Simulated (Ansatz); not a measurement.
## RbPdO₃, space group Pm-3m: a comparison of functionals at one structure, step by step

With the Python package of Ansatz (0.2.0).

The script reads `POSCAR_rbpdo3`:
```text
RbPdO3
1.0
   4.12830900    0.00000000    0.00000000
   0.00000000    4.12830900    0.00000000
   0.00000000    0.00000000    4.12830900
Rb Pd O
1 1 3
Direct
   0.50000000    0.50000000    0.50000000
   0.00000000    0.00000000    0.00000000
   0.00000000    0.00000000    0.50000000
   0.00000000    0.50000000    0.00000000
   0.50000000    0.00000000    0.00000000
```

The cells in order, each with its output:

**Cell 1**
```python
import warnings

import ansatz as az
from ase.io import read
import pandas as pd
```

**Cell 2**
```python
warnings.simplefilter("ignore", az.DeckWarning)
```

**Cell 3**
```python
atoms = read("POSCAR_rbpdo3", format="vasp")
rbpdo3 = az.Crystal.from_ase(atoms)
```

**Cell 4**
```python
calculation = rbpdo3.calculation().occupations("fermi_dirac", width=0.1).kpoints(6, 6, 6, center="gamma").stress()
```

**Cell 5**
```python
rows = []
for value in ["lda", "pbesol", "blyp"]:
    rep = calculation.functional(value).run().report
    rows.append((value, rep["free_energy_ev"] / len(rep["lattice"]["sites"]), rep["n_iterations"], sum(rep["stress_gpa"][i][i] for i in range(3)) / 3, rep["n_kpoints"]))
```

**Cell 6**
```python
table = pd.DataFrame(rows, columns=["functional", "F/atom (eV)", "iterations", "P (GPa)", "k-points"])
table.round(5)
```
Output:
```text
  functional  F/atom (eV)  iterations   P (GPa)  k-points
0        lda  -2335.11462           8 -13.33861        20
1     pbesol  -2360.11834           8  -8.71746        20
2       blyp  -2393.99953           8   1.67480        20
```

From lowest to highest: LDA (-13.3 GPa), PBEsol (-8.7 GPa) and BLYP (1.7 GPa). At a fixed cell a lower pressure usually means a smaller equilibrium volume, so LDA prefers the smallest cell and BLYP the largest.

The cell holds an odd number of electrons and is run without spin, so a magnetic state may lie lower. BLYP can be off by several per cent in the lattices of metals, and by several GPa in the pressure at a fixed cell. The mesh is modest for a metal, so energies can be off by several to tens of meV an atom and pressures by half a GPa or more; differences at equal mesh fare better. Pressure is positive in compression. The structure comes from a database of computed cells and needn't be a stable or known phase. Total energies of different functionals can't be compared; pressures, moments and gaps at this one structure can. Hardware and time: 8.4 s on 1 thread of Arm Neoverse V2, with other jobs on the host, peak memory 0.49 GiB.
